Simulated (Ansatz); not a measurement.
# C₂H₁₀AlNSi: a ladder of functionals and wavefunction methods

The task here is to estimate one member of a computed series from the others.

Method: functionals in def2-TZVPP, the program's frozen cores in correlated methods; program: Ansatz 0.2.0, Gaussian basis.

The runs, in order: LDA (SPW92), PBE-D4, revPBE-D4, BLYP-D4, r2SCAN-D4, B97M-V, PBE0-D4, B3LYP-D4, r2SCANh-D4, r2SCAN0-D4, HSE06-D4, BHLYP-D4, CAM-B3LYP-D4, LC-ωPBE, ωB97X-V, ωB97M-V, B2PLYP, PBE-QIDH; CCSD(T)/def2-SVP; CCSD(T)/def2-TZVPP; MP2/def2-QZVPP; extrapolation to the limit; RPA on PBE.

## The relaxed structure

An earlier PBE0-D4 in a triple-zeta def2 set relaxation fixed the geometry.

SMILES `[CH3][AlH][NH][SiH2]C`, 15 atoms, charge 0, spin multiplicity 1.

Atoms are counted from 1 here; the program's logs count them from 0.

Bond lengths: C1–Al2 1.949 Å, C1–H6 1.093 Å, C1–H7 1.095 Å, C1–H8 1.095 Å, Al2–N3 1.786 Å, Al2–H9 1.585 Å, N3–Si4 1.728 Å, N3–H10 1.013 Å, Si4–C5 1.869 Å, Si4–H11 1.488 Å, Si4–H12 1.494 Å, C5–H13 1.093 Å, C5–H14 1.093 Å, C5–H15 1.094 Å. Angles: Al2–C1–H6 113.1°, Al2–C1–H7 110.8°, Al2–C1–H8 111.0°, H6–C1–H7 107.6°, H6–C1–H8 107.8°, H7–C1–H8 106.3°, C1–Al2–N3 119.7°, C1–Al2–H9 123.4°, N3–Al2–H9 116.9°, Al2–N3–Si4 129.4°, Al2–N3–H10 116.2°, Si4–N3–H10 114.4°, N3–Si4–C5 113.1°, N3–Si4–H11 106.6°, N3–Si4–H12 110.9°, C5–Si4–H11 110.0°, C5–Si4–H12 107.9°, H11–Si4–H12 108.3° and more.

Set-up of the first run:

in.yaml

```yaml
crystal:
  periodic: [false, false, false]
  atoms:
    - {symbol: C, position_ang: [-2.202080, -1.423671, -1.900474]}
    - {symbol: Al, position_ang: [-0.643470, -1.347065, -0.732398]}
    - {symbol: N, position_ang: [0.136510, 0.224138, -0.398897]}
    - {symbol: Si, position_ang: [1.529821, 0.576473, 0.560806]}
    - {symbol: C, position_ang: [1.149863, 1.666577, 2.030184]}
    - {symbol: H, position_ang: [-2.528727, -0.438942, -2.244349]}
    - {symbol: H, position_ang: [-1.993661, -2.031761, -2.787133]}
    - {symbol: H, position_ang: [-3.048813, -1.898210, -1.393939]}
    - {symbol: H, position_ang: [-0.010660, -2.622637, -0.037116]}
    - {symbol: H, position_ang: [-0.279394, 1.032811, -0.844409]}
    - {symbol: H, position_ang: [2.069045, -0.731106, 1.023073]}
    - {symbol: H, position_ang: [2.580676, 1.255871, -0.254606]}
    - {symbol: H, position_ang: [0.738902, 2.627851, 1.709731]}
    - {symbol: H, position_ang: [0.422603, 1.191150, 2.692720]}
    - {symbol: H, position_ang: [2.057584, 1.867720, 2.606005]}
basis:
  gaussian: {orbitals: def2-TZVPP}
hamiltonian: {xc: lda}
output: {orbitals: {seedname: orbitals}}
```

Steps of the session up to this table: LDA; PBE-D4 (GGA); revPBE-D4 (GGA); BLYP-D4 (GGA); r2SCAN-D4 (meta-GGA); B97M-V (meta-GGA); PBE0-D4 (hybrid); B3LYP-D4 (hybrid); r2SCANh-D4 (hybrid); r2SCAN0-D4 (hybrid); HSE06-D4 (hybrid); BHLYP-D4 (hybrid); CAM-B3LYP-D4 (range-separated); LC-ωPBE (range-separated); ωB97X-V (range-separated); ωB97M-V (range-separated); B2PLYP (double hybrid); PBE-QIDH (double hybrid).

One of the session's tables, all rows but one given; the rest of the session is left out.

It belongs to the step «Frontier levels by functional». 

| functional | HOMO (eV) | gap (eV) |
| --- | --- | --- |
| LDA (SPW92) | -6.31 | 4.92 |
| PBE-D4 | -6.17 | 5.00 |
| revPBE-D4 | -6.11 | 5.05 |
| BLYP-D4 | -6.04 | 4.99 |
| r2SCAN-D4 | -6.44 | 5.63 |
| B97M-V | -6.54 | 5.50 |
| PBE0-D4 | ? | ? |
| B3LYP-D4 | -7.22 | 6.61 |
| r2SCANh-D4 | -6.92 | 6.36 |
| r2SCAN0-D4 | -7.64 | 7.45 |
| HSE06-D4 | -7.04 | 6.28 |
| BHLYP-D4 | -8.64 | 9.00 |
| CAM-B3LYP-D4 | -8.82 | 9.33 |
| LC-ωPBE | -10.19 | 11.79 |
| ωB97X-V | -9.84 | 11.29 |
| ωB97M-V | -9.74 | 10.88 |

**Question.** Estimate the row for PBE0-D4.

**Answer.** HOMO (eV): -7.44; gap (eV): 7.04. In the column «HOMO (eV)» it lies between r2SCAN0-D4 (-7.64) and B3LYP-D4 (-7.22).
